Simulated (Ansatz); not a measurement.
# C₁₂H₁₆Hf: basis-set convergence

An exercise on one series of results from a longer session: the logs are not shown, and one member is left open.

Program: Ansatz 0.2.0, Gaussian basis. Level of theory: one geometry, several basis sets. These are calculated values, not measurements.

Plan: PBE0-D4/def2-SVP; ωB97M-V/def2-SVP; PBE0-D4/def2-QZVPP; ωB97M-V/def2-QZVPP; the functionals' def2-TZVPP values are taken from earlier runs.

## Structure used throughout

An earlier PBE0-D4 in a triple-zeta def2 set relaxation fixed the geometry. Hf takes the def2 core potential; no spin-orbit term is included.

SMILES `C[C@@]12[C@H]3[C@H]4[C@H]5[C@@H]1[HfH2]45321678[C@@H]2[C@H]1[C@H]6[C@@]7(C)[C@@H]28`, 29 atoms, charge 0, spin multiplicity 1.

Atoms are counted from 1 here; the program's logs count them from 0.

Bond lengths: C1–C2 1.491 Å, C1–H14 1.094 Å, C1–H15 1.091 Å, C1–H16 1.090 Å, C2–C3 1.411 Å, C2–C6 1.415 Å, C2–Hf7 2.536 Å, C3–C4 1.418 Å, C3–Hf7 2.487 Å, C3–H17 1.081 Å, C4–C5 1.411 Å, C4–Hf7 2.465 Å, C4–H18 1.080 Å, C5–C6 1.411 Å, C5–Hf7 2.500 Å, C5–H19 1.078 Å, C6–Hf7 2.517 Å, C6–H20 1.081 Å and more. Angles: C2–C1–H14 110.4°, C2–C1–H15 111.5°, C2–C1–H16 111.1°, H14–C1–H15 107.5°, H14–C1–H16 108.2°, H15–C1–H16 107.9°, C1–C2–C3 126.5°, C1–C2–C6 126.4°, C1–C2–Hf7 122.2°, C3–C2–C6 107.0°, C3–C2–Hf7 71.8°, C6–C2–Hf7 73.0°, C2–C3–C4 108.6°, C2–C3–Hf7 75.6°, C2–C3–H17 125.4°, C4–C3–Hf7 72.5°, C4–C3–H17 126.0°, Hf7–C3–H17 118.8° and more.

Geometry (Å):

```xyz
29
C12H16Hf
C    -2.6757   -0.8383    2.0631
C    -2.2529   -0.0493    0.8708
C    -1.9347   -0.5604   -0.4049
C    -1.6393    0.5253   -1.2674
C    -1.7840    1.7166   -0.5249
C    -2.1403    1.3592    0.7926
Hf    0.1819    0.4735    0.3927
C     1.1661   -1.7815    0.2366
C     2.0428   -1.0532    1.0690
C     2.6421   -0.0466    0.2829
C     2.1704   -0.1618   -1.0465
C     2.6008    0.6616   -2.2124
C     1.2526   -1.2327   -1.0676
H    -3.7635   -0.9581    2.0749
H    -2.2351   -1.8368    2.0595
H    -2.3774   -0.3429    2.9871
H    -1.9322   -1.6063   -0.6774
H    -1.3719    0.4539   -2.3117
H    -1.6240    2.7181   -0.8911
H    -2.2916    2.0404    1.6176
H     0.8458    2.1479   -0.0872
H     0.1544    0.4683    2.2562
H     0.5537   -2.6201    0.5350
H     2.2045   -1.2188    2.1221
H     3.3384    0.7027    0.6312
H     2.8656    1.6727   -1.9023
H     1.8120    0.7353   -2.9634
H     3.4743    0.2120   -2.6950
H     0.7171   -1.5809   -1.9396
```

Set-up of the first run:

The input, in.yaml:

```yaml
crystal:
  periodic: [false, false, false]
  atoms:
    - {symbol: C, position_ang: [-2.675696, -0.838286, 2.063149]}
    - {symbol: C, position_ang: [-2.252908, -0.049294, 0.870803]}
    - {symbol: C, position_ang: [-1.934727, -0.560361, -0.404862]}
    - {symbol: C, position_ang: [-1.639315, 0.525278, -1.267395]}
    - {symbol: C, position_ang: [-1.783974, 1.716634, -0.524865]}
    - {symbol: C, position_ang: [-2.140320, 1.359181, 0.792559]}
    - {symbol: Hf, position_ang: [0.181938, 0.473518, 0.392675]}
    - {symbol: C, position_ang: [1.166080, -1.781467, 0.236599]}
    - {symbol: C, position_ang: [2.042816, -1.053194, 1.069017]}
    - {symbol: C, position_ang: [2.642079, -0.046595, 0.282914]}
    - {symbol: C, position_ang: [2.170416, -0.161814, -1.046469]}
    - {symbol: C, position_ang: [2.600815, 0.661646, -2.212388]}
    - {symbol: C, position_ang: [1.252551, -1.232657, -1.067617]}
    - {symbol: H, position_ang: [-3.763455, -0.958098, 2.074901]}
    - {symbol: H, position_ang: [-2.235066, -1.836823, 2.059455]}
    - {symbol: H, position_ang: [-2.377402, -0.342895, 2.987129]}
    - {symbol: H, position_ang: [-1.932238, -1.606333, -0.677425]}
    - {symbol: H, position_ang: [-1.371902, 0.453873, -2.311727]}
    - {symbol: H, position_ang: [-1.623974, 2.718095, -0.891065]}
    - {symbol: H, position_ang: [-2.291603, 2.040359, 1.617611]}
    - {symbol: H, position_ang: [0.845834, 2.147929, -0.087161]}
    - {symbol: H, position_ang: [0.154385, 0.468346, 2.256238]}
    - {symbol: H, position_ang: [0.553740, -2.620060, 0.534960]}
    - {symbol: H, position_ang: [2.204504, -1.218837, 2.122102]}
    - {symbol: H, position_ang: [3.338408, 0.702688, 0.631160]}
    - {symbol: H, position_ang: [2.865642, 1.672706, -1.902284]}
    - {symbol: H, position_ang: [1.812010, 0.735348, -2.963375]}
    - {symbol: H, position_ang: [3.474277, 0.212040, -2.695024]}
    - {symbol: H, position_ang: [0.717076, -1.580919, -1.939625]}
basis:
  gaussian: {orbitals: def2-SVP}
hamiltonian: {xc: pbe0, dispersion: d4}
output: {orbitals: {seedname: orbitals}}
```

On the command line:

```console
> ansatz run in.yaml --threads 11 --pin off --events-out ev --progress --plain --max-ram 120832MiB --backend cuda --devices 0, --max-vram 75GiB
```

Steps of the session up to this table: PBE0-D4 in def2-SVP; ωB97M-V in def2-SVP; PBE0-D4 in def2-QZVPP; ωB97M-V in def2-QZVPP.

One of the session's tables, all rows but one given; the rest of the session is left out.

It belongs to the step «Density functionals: the series». 

```
functional       basis  HOMO (eV)
   PBE0-D4    def2-SVP      -6.90
   PBE0-D4  def2-TZVPP      -6.84
   PBE0-D4  def2-QZVPP      -6.85
   ωB97M-V    def2-SVP          ?
   ωB97M-V  def2-TZVPP      -8.94
   ωB97M-V  def2-QZVPP      -8.94
```

**Question.** Estimate the row for ωB97M-V, def2-SVP.

As computed: HOMO (eV): -9.00. In the column «HOMO (eV)» it is the lowest.
